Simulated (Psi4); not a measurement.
# InNH2Cl (SMILES [NH2][In][Cl]) at UBHLYP/def2-SVP (core potential)

What is the vertical ionisation energy of InNH2Cl at UBHLYP/def2-SVP (core potential)? 

The calculation is run with Psi4 1.11.

1 further run of the same task is left out (it didn't finish).

### 1 Starting point

InNH2Cl has 5 atoms, charge 0, and is taken as a doublet. As SMILES, `[NH2][In][Cl]`. The coordinates come from a PBE0-D4/def2-TZVP relaxation. This is one conformer, not always the lowest.

Bond lengths: N1–In2 2.072 Å, In2–Cl3 2.369 Å, N1–H4 1.015 Å, N1–H5 1.017 Å. Angles: N1–In2–Cl3 113.1°, In2–N1–H4 113.0°, In2–N1–H5 110.3°, H4–N1–H5 107.4°.

### 2 Energy and gradient at UBHLYP/def2-SVP (core potential)

The input, clh2inn.xyz:

```xyz
5
ClH2InN
N     -0.142600     0.808600    -0.493900
In    -0.411600    -1.217800    -0.153300
Cl     1.391500    -2.211500     1.018700
H     -0.999700     1.283800    -0.756700
H      0.212300     1.263200     0.343800
```

The input, clh2inn.py:

```python
import psi4

psi4.set_memory('2200 MB')
psi4.set_num_threads(1)
psi4.set_output_file('run.log', False)

with open('clh2inn.xyz') as f:
    atoms = ''.join(f.readlines()[2:])
geom = psi4.geometry('0 2\n' + atoms + 'symmetry c1\nno_reorient\nno_com')

psi4.set_options({
    'basis': 'def2-SVP',
    'reference': 'uks',
    'puream': True,
    'e_convergence': 1e-09,
    'd_convergence': 1e-08,
    'scf_type': 'pk',
    'dft_radial_points': 99,
    'dft_spherical_points': 590,
    'maxiter': 100,
})

e_tot, wfn = psi4.gradient("bhhlyp", return_wfn=True)
psi4.oeprop(wfn, "QUADRUPOLE", "DIPOLE", "MAYER_INDICES", title="BHHLYP")
print('gradient / Eh bohr^-1')
print(e_tot.np.round(6))
print(f'energy = {wfn.energy():.10f} Eh')
for k, v in sorted(psi4.core.scalar_variables().items()):
    print(f'{k:45s} {v:18.10f}')
```

On the command line:

```sh
$ python clh2inn.py
```

run.log:

```text
[...]
    !!!  WARNING: ECP capability is in beta. Please check occupations closely.  !!!
[...]
  Running in c1 symmetry.
[...]
  Nuclear repulsion =  154.716518533842418
[...]
  Multiplicity = 2
[...]
  Nalpha       = 24
  Nbeta        = 23
[...]
    Number of basis functions: 68
[...]
   @UKS iter   1:  -705.74197618512426   -1.10561e+00   1.08960e-02 ADIIS/DIIS
[...]
   @UKS iter  16:  -706.01635753564665   -1.70530e-12   3.12042e-09 DIIS
[...]
   @S^2 Observed:                7.622261019E-01
[...]
    Orbital Energies [Eh]
    ---------------------
    Alpha Occupied:
       1A   -102.722006     2A    -14.803220     3A     -9.835310
       4A     -7.492185     5A     -7.486725     6A     -7.486603
       7A     -4.964592     8A     -3.314424     9A     -3.310592
      10A     -3.307169    11A     -0.959722    12A     -0.913258
      13A     -0.886319    14A     -0.884263    15A     -0.883897
      16A     -0.871695    17A     -0.848396    18A     -0.545781
      19A     -0.488282    20A     -0.403956    21A     -0.356611
      22A     -0.351398    23A     -0.340999    24A     -0.263913
    Alpha Virtual:
      25A     -0.026090    26A      0.042661    27A      0.044452
[...]
  @UKS Final Energy:  -706.01635753564665
   => Energetics <=
    Nuclear Repulsion Energy =            154.7165185338424180
    One-Electron Energy =               -1355.0587380735671559
    Two-Electron Energy =                 521.5547060733987337
    DFT Exchange-Correlation Energy =     -27.2288440693207008
    Empirical Dispersion Energy =           0.0000000000000000
    VV10 Nonlocal Energy =                  0.0000000000000000
    Total Energy =                       -706.0163575356466481
[...]
  -Total Gradient:
     Atom            X                  Y                   Z
    ------   -----------------  -----------------  -----------------
       1        0.001153616977    -0.004195587612    -0.001447719548
       2        0.004655743509     0.002203748600     0.002363523867
       3       -0.004425941802     0.002455701137    -0.002734692796
       4       -0.001933434987    -0.000194640818    -0.000040495343
       5        0.000552748476    -0.000275830746     0.001866108557
[...]
 Multipole Moments:
 ------------------------------------------------------------------------------------
     Multipole            Electronic (a.u.)      Nuclear  (a.u.)        Total (a.u.)
 ------------------------------------------------------------------------------------
 L = 1.  Multiply by 2.5417464519 to convert [e a0] to [Debye]
 Dipole X            :        -26.1917489           24.9940847           -1.1976643
 Dipole Y            :        104.4458753         -103.8633163            0.5825590
 Dipole Z            :        -19.5834797           19.3288747           -0.2546050
 Magnitude           :                                                    1.3559493
 L = 2.  Multiply by 1.3450342976 to convert [e a0^2] to [Debye ang]
 Quadrupole XX       :       -166.6698457          134.4904036          -32.1794421
 Quadrupole XY       :        158.2868986         -155.7353663            2.5515323
[...]
```

The script printed:

```text
gradient / Eh bohr^-1
[[ 1.154e-03 -4.196e-03 -1.448e-03]
 [ 4.656e-03  2.204e-03  2.364e-03]
 [-4.426e-03  2.456e-03 -2.735e-03]
 [-1.933e-03 -1.950e-04 -4.000e-05]
 [ 5.530e-04 -2.760e-04  1.866e-03]]
energy = -706.0163575356 Eh
CURRENT ENERGY                                   -706.0163575356
CURRENT REFERENCE ENERGY                         -706.0163575356
DD SOLVATION ENERGY                                 0.0000000000
DFT FUNCTIONAL TOTAL ENERGY                      -706.0163575356
DFT TOTAL ENERGY                                 -706.0163575356
DFT VV10 ENERGY                                     0.0000000000
DFT XC ENERGY                                     -27.2288440693
GRID ELECTRONS ALPHA                               24.0000003132
GRID ELECTRONS BETA                                23.0000003357
GRID ELECTRONS TOTAL                               47.0000006489
NUCLEAR REPULSION ENERGY                          154.7165185338
ONE-ELECTRON ENERGY                             -1355.0587380736
PCM POLARIZATION ENERGY                             0.0000000000
PE ENERGY                                           0.0000000000
SCF ITERATION ENERGY                             -706.0163575356
SCF ITERATIONS                                     16.0000000000
SCF TOTAL ENERGY                                 -706.0163575356
TWO-ELECTRON ENERGY                               521.5547060734
XC GRID RADIAL POINTS                              99.0000000000
XC GRID SPHERICAL POINTS                          590.0000000000
XC GRID TOTAL POINTS                           277892.0000000000
```

It took 34 s on 1 thread of Intel Xeon at 2.50GHz (Skylake/Cascade Lake), shared host; peak memory 0.69 GiB.

### 3 The singlet cation, same level

The input, job.in:

```
memory 2.2 GB

molecule system {
  1 1
  N     -0.142600     0.808600    -0.493900
  In    -0.411600    -1.217800    -0.153300
  Cl     1.391500    -2.211500     1.018700
  H     -0.999700     1.283800    -0.756700
  H      0.212300     1.263200     0.343800
  symmetry c1
}

set basis def2-SVP
set puream true
set e_convergence 1e-09
set d_convergence 1e-08
set scf_type pk
set dft_radial_points 99
set dft_spherical_points 590

E = gradient("bhhlyp")
```

On the command line:

```sh
$ psi4 job.in job.out -n 1
```

job.out:

```text
[...]
    !!!  WARNING: ECP capability is in beta. Please check occupations closely.  !!!
[...]
  Running in c1 symmetry.
[...]
  Nuclear repulsion =  154.716518533842446
[...]
  Multiplicity = 1
[...]
  Nalpha       = 23
  Nbeta        = 23
[...]
    Number of basis functions: 68
[...]
   @RKS iter   1:  -705.42474986684306   -8.02760e-01   1.01628e-02 ADIIS/DIIS
[...]
   @RKS iter  13:  -705.70376713121595   -1.08002e-11   8.86354e-09 DIIS
[...]
    Orbital Energies [Eh]
    ---------------------
    Doubly Occupied:
       1A   -102.959167     2A    -15.046495     3A    -10.070373
       4A     -7.727422     5A     -7.720897     6A     -7.720705
       7A     -5.236594     8A     -3.586113     9A     -3.584623
      10A     -3.578866    11A     -1.194066    12A     -1.168129
      13A     -1.157974    14A     -1.156478    15A     -1.152593
      16A     -1.124022    17A     -1.078661    18A     -0.766675
      19A     -0.704347    20A     -0.614361    21A     -0.565818
      22A     -0.562513    23A     -0.545207
[...]
  @RKS Final Energy:  -705.70376713121595
   => Energetics <=
    Nuclear Repulsion Energy =            154.7165185338424465
    One-Electron Energy =               -1343.5180966016796447
    Two-Electron Energy =                 510.1568403081923293
    DFT Exchange-Correlation Energy =     -27.0590293715711070
    Empirical Dispersion Energy =           0.0000000000000000
    VV10 Nonlocal Energy =                  0.0000000000000000
    Total Energy =                       -705.7037671312159546
[...]
 Multipole Moments:
 ------------------------------------------------------------------------------------
     Multipole            Electronic (a.u.)      Nuclear  (a.u.)        Total (a.u.)
 ------------------------------------------------------------------------------------
 L = 1.  Multiply by 2.5417464519 to convert [e a0] to [Debye]
 Dipole X            :        -27.4288327           25.7573826           -1.6714501
 Dipole Y            :         -4.3217364            5.0215680            0.6998316
 Dipole Z            :        -14.1785674           13.6131492           -0.5654182
 Magnitude           :                                                    1.8982117
[...]
  -Total Gradient:
     Atom            X                  Y                   Z
    ------   -----------------  -----------------  -----------------
       1        0.014933264925     0.012319395960     0.011094403615
       2       -0.036805411701    -0.013833516654    -0.021183439280
       3        0.021183231573     0.001399235426     0.013109248438
       4       -0.000341064655    -0.004113661023     0.003527373195
       5        0.001032521165     0.004221953451    -0.006541718823
[...]
```

Wall time 24 s (1 thread of Intel Xeon at 2.50GHz (Skylake/Cascade Lake), shared host); peak memory 0.69 GiB.

### 4 Results

Level: UBHLYP/def2-SVP (core potential).

| quantity | value |
| --- | --- |
| doublet InNH2Cl: total energy | -706.01636 Eh |
| doublet InNH2Cl: dipole moment | 3.45 D |
| doublet InNH2Cl: HOMO energy (highest over α and β) | -7.18 eV |
| doublet InNH2Cl: LUMO energy (lowest over α and β) | -2.74 eV |
| doublet InNH2Cl: ⟨S²⟩ | 0.762 |
| doublet InNH2Cl: largest force on an atom | 0.296 eV/Å |
| singlet cation: total energy | -705.70377 Eh |
| singlet cation: HOMO energy | -14.84 eV |
| singlet cation: LUMO energy | -9.80 eV |
| singlet cation: HOMO–LUMO gap | 5.03 eV |
| singlet cation: largest force on an atom | 2.297 eV/Å |
| vertical ionisation energy (to the singlet cation) | 8.506 eV |

What this shows: The vertical ionisation energy comes to 8.51 eV (196 kcal/mol). The largest force (doublet InNH2Cl) is 0.30 eV/Å: the shape isn't a stationary point for this species at this level. Only the singlet of the ionised species was computed; a triplet could lie lower.
